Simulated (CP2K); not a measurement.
**NaLaMnMoO6 in CP2K: the effect of functional**

Crystal: NaLaMnMoO6.

```
Na La Mn Mo O
1.0
     5.55735    0.00000    0.00000
     0.00000    5.59794    0.00000
    -0.06213    0.00000    8.02463
Na La Mn Mo O
2 2 2 2 12
Direct
  0.75008 0.51572 0.49924
  0.24992 0.01572 0.50076
  0.25715 0.95896 0.99937
  0.74285 0.45896 0.00063
  0.24767 0.48762 0.25607
  0.75233 0.98762 0.74393
  0.75559 0.99666 0.27090
  0.24441 0.49666 0.72910
  0.67335 0.97830 0.49061
  0.03402 0.81017 0.27726
  0.93353 0.28910 0.28026
  0.47817 0.20966 0.19922
  0.54435 0.73563 0.20079
  0.82956 0.01818 0.00392
  0.32665 0.47830 0.50939
  0.96598 0.31017 0.72274
  0.06647 0.78910 0.71974
  0.52183 0.70966 0.80078
  0.45565 0.23563 0.79921
  0.17044 0.51818 0.99608
```

The cell was built by a generator and needn't be a form met in nature.

Alike in all runs:

```yaml
Program: CP2K 2026.2
Task: single point
Potentials_or_basis: GTH_POTENTIALS Na GTH-PBE-q9, La GTH-PBE-q11, Mn GTH-PBE-q15, Mo GTH-PBE-q14, O GTH-PBE-q6; DZVP-MOLOPT-SR-GTH basis
Density_cutoff: 12245 eV
k_mesh: 4 × 4 × 3
Occupations: fermi-dirac, width 0.05 eV
Spin: collinear spin, ferromagnetic start
Starting_moments: "[0.0, 0.0, 0.0, 0.0, 4.0, 4.0, 1.0, 1.0, 0.0, 0.0, 0.0, 0.0, 0.0, 0.0, 0.0, 0.0, 0.0, 0.0, 0.0, 0.0] μB"
```

```tsv
functional	gap on the mesh (eV)	moment (μB)
PBE	0.46	9.99
LDA	?	?
PBEsol	0.42	9.98
RPBE	0.52	9.99
```

Q: What does the run with functional LDA give?

A: gap on the mesh 0.30 eV; moment 9.95 μB.

Caveats: spin-orbit coupling is left out, which moves the levels of the heavy elements; an odd mesh through Γ misses points on the zone boundary, where band edges often lie; the basis of atomic orbitals isn't converged, which shifts pressures, moduli and gaps; only a ferromagnetic start was run, and an antiferromagnetic order may lie lower in energy.
